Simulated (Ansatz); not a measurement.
# C₂H₆ClGaO: one species, many methods

One table from this session's results is given with a row withheld; the runs are named, their logs left out.

Computed with Ansatz 0.2.0, Gaussian basis. Level: functionals in def2-TZVPP, the program's frozen cores in correlated methods.

Plan: LDA (SPW92), PBE-D4, revPBE-D4, BLYP-D4, r2SCAN-D4, B97M-V, PBE0-D4, B3LYP-D4, r2SCANh-D4, r2SCAN0-D4, HSE06-D4, BHLYP-D4, CAM-B3LYP-D4, LC-ωPBE, ωB97X-V, ωB97M-V, B2PLYP, PBE-QIDH; CCSD(T)/def2-SVP; CCSD(T)/def2-TZVPP; MP2/def2-QZVPP; extrapolation to the limit; RPA on PBE.

### The relaxed structure

An earlier PBE0-D4 in a triple-zeta def2 set relaxation fixed the geometry.

SMILES `C[O][Ga]([CH3])[Cl]`, 11 atoms, charge 0, spin multiplicity 1.

Atoms are counted from 1 here; the program's logs count them from 0.

Bond lengths: C1–O2 1.404 Å, C1–H6 1.095 Å, C1–H7 1.095 Å, C1–H8 1.099 Å, O2–Ga3 1.776 Å, Ga3–C4 1.949 Å, Ga3–Cl5 2.139 Å, C4–H9 1.092 Å, C4–H10 1.089 Å, C4–H11 1.091 Å. Angles: O2–C1–H6 109.9°, O2–C1–H7 109.9°, O2–C1–H8 113.6°, H6–C1–H7 108.0°, H6–C1–H8 107.7°, H7–C1–H8 107.6°, C1–O2–Ga3 122.7°, O2–Ga3–C4 125.2°, O2–Ga3–Cl5 111.3°, C4–Ga3–Cl5 123.5°, Ga3–C4–H9 110.0°, Ga3–C4–H10 110.0°, Ga3–C4–H11 110.2°, H9–C4–H10 109.1°, H9–C4–H11 108.2°, H10–C4–H11 109.3°.

Set-up of the first run:

Input file in.yaml:

```yaml
crystal:
  periodic: [false, false, false]
  atoms:
    - {symbol: C, position_ang: [-1.485007, -0.377025, -1.175353]}
    - {symbol: O, position_ang: [-1.521239, -0.028600, 0.184545]}
    - {symbol: Ga, position_ang: [-0.053490, 0.284072, 1.134593]}
    - {symbol: C, position_ang: [1.768872, 0.188750, 0.450492]}
    - {symbol: Cl, position_ang: [-0.528728, 0.789184, 3.157798]}
    - {symbol: H, position_ang: [-1.963758, -1.351078, -1.323301]}
    - {symbol: H, position_ang: [-2.036483, 0.363497, -1.764763]}
    - {symbol: H, position_ang: [-0.467682, -0.439583, -1.586570]}
    - {symbol: H, position_ang: [1.917452, 0.944964, -0.322756]}
    - {symbol: H, position_ang: [2.479729, 0.360251, 1.257884]}
    - {symbol: H, position_ang: [1.955535, -0.791431, 0.008132]}
basis:
  gaussian: {orbitals: def2-TZVPP}
hamiltonian: {xc: lda}
output: {orbitals: {seedname: orbitals}}
```

Started as:

```sh
$ ansatz run in.yaml --threads 4 --pin off --events-out ev --progress --plain --max-ram 10444MiB
```

Steps of the session up to this table: LDA; PBE-D4 (GGA); revPBE-D4 (GGA); BLYP-D4 (GGA); r2SCAN-D4 (meta-GGA); B97M-V (meta-GGA); B3LYP-D4 (hybrid); r2SCANh-D4 (hybrid); r2SCAN0-D4 (hybrid); HSE06-D4 (hybrid); BHLYP-D4 (hybrid); CAM-B3LYP-D4 (range-separated); LC-ωPBE (range-separated); ωB97X-V (range-separated); ωB97M-V (range-separated); B2PLYP (double hybrid); PBE-QIDH (double hybrid).

One table of the session follows, with a row left open; its other results are not shown here.

It belongs to the step «Frontier levels by functional». 

```
  functional  HOMO (eV)  gap (eV)
 LDA (SPW92)      -6.64      4.98
      PBE-D4      -6.48      5.09
   revPBE-D4      -6.42      5.16
     BLYP-D4      -6.38      5.06
   r2SCAN-D4      -6.79      5.67
      B97M-V      -6.88      5.58
     PBE0-D4          ?         ?
    B3LYP-D4      -7.74      6.87
  r2SCANh-D4      -7.35      6.51
  r2SCAN0-D4      -8.21      7.77
    HSE06-D4      -7.57      6.62
    BHLYP-D4      -9.45      9.60
CAM-B3LYP-D4      -9.44      9.74
     LC-ωPBE     -10.81     12.32
     ωB97X-V     -10.46     11.80
     ωB97M-V     -10.38     11.47
```

Estimate the missing values for PBE0-D4.

**Answer.** HOMO (eV): -7.98; gap (eV): 7.39. In the column «HOMO (eV)» it lies between r2SCAN0-D4 (-8.21) and B3LYP-D4 (-7.74).
